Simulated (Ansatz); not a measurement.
# CH₆HfO₃: one species, many methods

The task here is to estimate one member of a computed series from the others.

Program: Ansatz 0.2.0, Gaussian basis. Level of theory: functionals in def2-TZVPP, the program's frozen cores in correlated methods. These are calculated values, not measurements.

Levels to be run: LDA (SPW92), PBE-D4, revPBE-D4, BLYP-D4, r2SCAN-D4, B97M-V, PBE0-D4, B3LYP-D4, r2SCANh-D4, r2SCAN0-D4, HSE06-D4, BHLYP-D4, CAM-B3LYP-D4, LC-ωPBE, ωB97X-V, ωB97M-V, B2PLYP, PBE-QIDH; CCSD(T)/def2-SVP; CCSD(T)/def2-TZVPP; MP2/def2-QZVPP; extrapolation to the limit; RPA on PBE.

## The geometry

All runs share one geometry, relaxed beforehand with PBE0-D4 in a triple-zeta def2 set. Hf takes the def2 core potential; no spin-orbit term is included.

SMILES `[CH3][Hf]([OH])([OH])[OH]`, 11 atoms, charge 0, spin multiplicity 1.

Atoms are counted from 1 here; the program's logs count them from 0.

Bond lengths: C1–Hf2 2.232 Å, C1–H6 1.096 Å, C1–H7 1.096 Å, C1–H8 1.096 Å, Hf2–O3 1.928 Å, Hf2–O4 1.928 Å, Hf2–O5 1.928 Å, O3–H9 0.951 Å, O4–H10 0.951 Å, O5–H11 0.951 Å. Angles: Hf2–C1–H6 111.4°, Hf2–C1–H7 111.4°, Hf2–C1–H8 111.4°, H6–C1–H7 107.4°, H6–C1–H8 107.4°, H7–C1–H8 107.4°, C1–Hf2–O3 105.4°, C1–Hf2–O4 105.4°, C1–Hf2–O5 105.4°, O3–Hf2–O4 113.2°, O3–Hf2–O5 113.2°, O4–Hf2–O5 113.2°, Hf2–O3–H9 160.6°, Hf2–O4–H10 160.6°, Hf2–O5–H11 160.6°.

Set-up of the first run:

The input, in.yaml:

```yaml
crystal:
  periodic: [false, false, false]
  atoms:
    - {symbol: C, position_ang: [-1.567365, 0.575891, 0.338996]}
    - {symbol: Hf, position_ang: [0.486185, -0.178690, -0.105191]}
    - {symbol: O, position_ang: [1.173923, -0.816134, 1.579137]}
    - {symbol: O, position_ang: [1.452984, 1.340232, -0.793987]}
    - {symbol: O, position_ang: [0.246897, -1.580330, -1.406944]}
    - {symbol: H, position_ang: [-1.545457, 1.386127, 1.076215]}
    - {symbol: H, position_ang: [-2.054727, 0.964914, -0.561879]}
    - {symbol: H, position_ang: [-2.207118, -0.217164, 0.741780]}
    - {symbol: H, position_ang: [1.745600, -0.924537, 2.331365]}
    - {symbol: H, position_ang: [1.976242, 1.882701, -1.373935]}
    - {symbol: H, position_ang: [0.292847, -2.433009, -1.825558]}
basis:
  gaussian: {orbitals: def2-TZVPP}
hamiltonian: {xc: lda}
output: {orbitals: {seedname: orbitals}}
```

Command:

```
> ansatz run in.yaml --threads 4 --pin off --events-out ev --progress --plain --max-ram 10444MiB
```

Among the steps run: LDA; PBE-D4 (GGA); revPBE-D4 (GGA); BLYP-D4 (GGA); r2SCAN-D4 (meta-GGA); B97M-V (meta-GGA); B3LYP-D4 (hybrid); r2SCANh-D4 (hybrid); r2SCAN0-D4 (hybrid); HSE06-D4 (hybrid); BHLYP-D4 (hybrid); CAM-B3LYP-D4 (range-separated); LC-ωPBE (range-separated); ωB97X-V (range-separated); ωB97M-V (range-separated); B2PLYP (double hybrid); PBE-QIDH (double hybrid).

One of the session's tables, all rows but one given; the rest of the session is left out.

It belongs to the step «Frontier levels by functional». 

| functional | HOMO (eV) | gap (eV) |
| --- | --- | --- |
| LDA (SPW92) | -6.04 | 5.26 |
| PBE-D4 | -5.88 | 5.23 |
| revPBE-D4 | -5.81 | 5.22 |
| BLYP-D4 | -5.75 | 5.06 |
| r2SCAN-D4 | -6.14 | 6.09 |
| B97M-V | -6.21 | 5.62 |
| PBE0-D4 | -7.20 | 7.24 |
| B3LYP-D4 | -6.97 | 6.68 |
| r2SCANh-D4 | -6.64 | 6.77 |
| r2SCAN0-D4 | -7.38 | 7.78 |
| HSE06-D4 | -6.80 | 6.50 |
| BHLYP-D4 | ? | ? |
| CAM-B3LYP-D4 | -8.59 | 9.24 |
| LC-ωPBE | -9.98 | 11.76 |
| ωB97X-V | -9.62 | 11.22 |
| ωB97M-V | -9.49 | 10.58 |

Estimate the missing values for BHLYP-D4.

Worked estimate for «HOMO (eV)». Against the share of exact exchange, BLYP-D4 (0, -5.75), B3LYP-D4 (0.2, -6.97) give a slope of -6.10 per unit share; at 0.5 the line stands at -8.80.

The run gave: HOMO (eV): -8.41; gap (eV): 8.92. In «HOMO (eV)» the line misses by -0.39.
